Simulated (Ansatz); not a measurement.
**NaLaMnMoO6: single point with PBE**

NaLaMnMoO6:

```
Na La Mn Mo O
1.0
     4.72242   -2.73688    0.00204
     4.72242    2.73688    0.00204
    -3.17796    0.00000    4.47000
Na La Mn Mo O
1 1 1 1 6
Cartesian
  0.0079 0.0314 3.2959
  6.2402 -0.0160 1.1721
  3.0985 0.0056 2.2152
  0.0219 -0.0032 0.0339
  4.1362 1.3516 1.2660
  4.1098 -1.3617 1.2977
  1.7629 -0.0127 0.8485
  4.4519 0.0080 3.5920
  2.1437 1.3635 3.2148
  2.1747 -1.3388 3.1992
```

The cell was built by a generator and needn't be a form met in nature.

The cell isn't the ideal one: atoms moved at random, drawn with an rms of 0.05 Å.

- Program: Ansatz 0.2.0
- Task: single point
- Functional: PBE
- Potentials or basis: Ansatz PAW
- Cutoff: 420 eV (not typed: the program's choice for these potentials)
- k mesh: 6 × 6 × 6
- Occupations: fermi-dirac, width 0.05 eV
- Spin: collinear spin, ferromagnetic start
- Starting moments: [0.0, 0.0, 4.0, 1.0, 0.0, 0.0, 0.0, 0.0, 0.0, 0.0] μB

- Pressure: -0.2 GPa
- Largest force: 1.309 eV/Å
- Band gap on the k mesh: none (metal or under the smearing width)
- Net moment: 1.64 μB per cell
- Absolute moment: 3.40 μB per cell
- Site moments: Na +0.00; La -0.01; Mn +2.04; Mo -0.42; O +0.00, +0.01 μB

Forces in eV/Å, atoms in the order of the input:
```
Na  -0.078 -0.063  0.124
La   0.283  0.130 -0.166
Mn   0.509 -0.067  0.479
Mo  -0.794  0.303 -0.996
O   -0.262 -0.041  0.040
O    0.087 -0.089 -0.279
O    0.204  0.135  0.117
O    0.690  0.049  0.609
O   -0.137 -0.005 -0.218
O   -0.502 -0.352  0.289
```

Stress tensor (GPa, compression positive):
```
-0.14  0.02  0.82
 0.02  0.54 -0.05
 0.82 -0.05 -0.92
```

Levels at points of the mesh, in eV from the Fermi level:
Spin up:
```csv
k point,band 40,band 41,band 42,band 43,band 44,band 45,band 46,band 47
"(0.00, 0.00, 0.00)",-2.66,-2.60,-2.41,-2.29,-0.44,-0.26,0.86,1.00
"(0.00, 0.00, -0.50)",-2.65,-1.86,-1.77,-1.64,0.53,0.62,0.82,1.20
"(0.00, -0.50, 0.00)",-2.94,-1.82,-1.67,-1.62,0.62,0.71,0.76,1.18
"(0.00, -0.50, -0.50)",-2.67,-2.54,-1.43,-1.38,-0.43,0.51,0.93,1.19
"(-0.50, 0.00, 0.00)",-2.90,-1.82,-1.66,-1.62,0.61,0.69,0.75,1.18
"(-0.50, 0.00, -0.50)",-2.62,-2.56,-1.44,-1.38,-0.39,0.47,0.92,1.20
"(-0.50, -0.50, 0.00)",-2.65,-2.53,-1.47,-1.40,-0.22,0.54,0.75,1.11
"(-0.50, -0.50, -0.50)",-2.72,-1.87,-1.76,-1.64,0.54,0.70,0.77,1.20
```
Spin down:
| k point | band 37 | band 38 | band 39 | band 40 | band 41 | band 42 | band 43 | band 44 | band 45 | band 46 |
| --- | --- | --- | --- | --- | --- | --- | --- | --- | --- | --- |
| (0.00, 0.00, 0.00) | -2.99 | -2.87 | -2.63 | -2.57 | -1.25 | -1.21 | -1.17 | 0.76 | 0.88 | 1.35 |
| (0.00, 0.00, -0.50) | -3.49 | -3.09 | -3.08 | -2.60 | -0.02 | 0.01 | 0.27 | 0.44 | 0.55 | 0.58 |
| (0.00, -0.50, 0.00) | -3.53 | -3.10 | -2.99 | -2.88 | 0.05 | 0.18 | 0.28 | 0.48 | 0.52 | 0.58 |
| (0.00, -0.50, -0.50) | -3.84 | -3.28 | -3.20 | -2.53 | -1.19 | 0.42 | 0.55 | 0.67 | 0.84 | 1.03 |
| (-0.50, 0.00, 0.00) | -3.45 | -3.05 | -3.03 | -2.83 | 0.05 | 0.15 | 0.28 | 0.46 | 0.55 | 0.58 |
| (-0.50, 0.00, -0.50) | -3.84 | -3.26 | -3.20 | -2.51 | -1.21 | 0.41 | 0.56 | 0.67 | 0.85 | 1.03 |
| (-0.50, -0.50, 0.00) | -3.75 | -3.35 | -3.29 | -2.49 | -1.25 | 0.37 | 0.50 | 0.82 | 0.83 | 1.19 |
| (-0.50, -0.50, -0.50) | -3.48 | -3.08 | -3.03 | -2.67 | 0.01 | 0.11 | 0.16 | 0.39 | 0.58 | 0.62 |

Run time: 41 s on 8 threads of AMD EPYC 7B13 (Zen 3) (shared host), peak memory 1.4 GiB.

Caveat: the pressure holds a Pulay correction of +0.6 GPa for the finite cutoff; a cell with one magnetic atom can't hold antiferromagnetic order, which such compounds often take; semilocal functionals often make such compounds metallic where correlation or magnetic order opens a gap, which also shifts bond lengths; the starting moments weren't kept. Spin-orbit coupling is left out, which matters for the levels of La.
